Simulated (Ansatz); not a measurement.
Run this with Ansatz's Python interface and show what comes out.

The script reads `catis2.vasp`:
```text
CaTiS2
1.0
   3.64513791    0.00000000    0.00000000
  -1.82256895    3.15678203    0.00000000
   0.00000000    0.00000000    6.54150200
Ca Ti S
1 1 2
Direct
   0.00000000    0.00000000    0.50000000
   0.00000000    0.00000000    0.00000000
   0.33333333    0.66666667    0.78033700
   0.66666667    0.33333333    0.21966300
```

`catis2.py`:
```python
'''Taking single terms out of the free energy of CaTiS2.'''

import ansatz as az
from ase.io import read

K_SPACING = 0.38
SMEARING = 'Gaussian'
SIGMA = 0.2
EXTRA_BANDS = 12


def main() -> None:
    atoms = read('catis2.vasp', format='vasp')
    structure = az.Crystal.from_ase(atoms)

    model = structure.calculation()
    model = model.kpoints(spacing=K_SPACING).occupations(SMEARING, width=SIGMA)
    model = model.scf(extra_bands=EXTRA_BANDS, self_checks='low')
    with_term = model.functional('rpbe', dispersion='d4').basis(380).cutoff_correction(630).run(threads=1, pin='off').report
    without = model.functional('rpbe').basis(380).run(threads=1, pin='off').report
    finer = model.functional('rpbe').basis(630).run(threads=1, pin='off').report
    removed = az.free_energy_without(with_term, az.EnergyTerm.DISPERSION)
    print(f'dispersion term            {with_term["components"]["e_disp"]:.5f} eV')
    print(f'F less dispersion          {removed:.5f} eV, run without it {without["free_energy_ev"]:.5f} eV')
    print(f'F less smearing term       {az.free_energy_without(without, az.EnergyTerm.SMEARING):.5f} eV')
    print(f'estimated gain to 630 eV   {with_term["cutoff_correction"]["energy_ev"]:.5f} eV, found {finer["free_energy_ev"] - without["free_energy_ev"]:.5f} eV')


if __name__ == '__main__':
    main()
```

Output of `python catis2.py`:
```text
DeckWarning: basis.ecutwfc = 380 eV is below the records' recommended 420 eV, and the density's cutoff is lower with it unless basis.ecutrho_ratio is high enough to keep the records' density cutoff: compare with a run at a higher cutoff
dispersion term            -2.17169 eV
F less dispersion          -6142.29669 eV, run without it -6142.29669 eV
F less smearing term       -6142.25826 eV
estimated gain to 630 eV   -0.00434 eV, found -0.00433 eV
```
(Warnings from the package without file and line.)

Notes:
- The settings weren't tested for convergence.
- The cutoff lies under the one recommended for these potentials in some of the runs.
- The run is spin-unpolarised.
- Dispersion corrections can be off by several per cent in the lattices of metals, and by several GPa in the pressure at a fixed cell.
- This cell is a computed structure, which may not be the phase found in nature.
- Timing: 6.1 s on 1 thread of Arm Neoverse V2, on a shared host, peak memory 0.51 GiB.
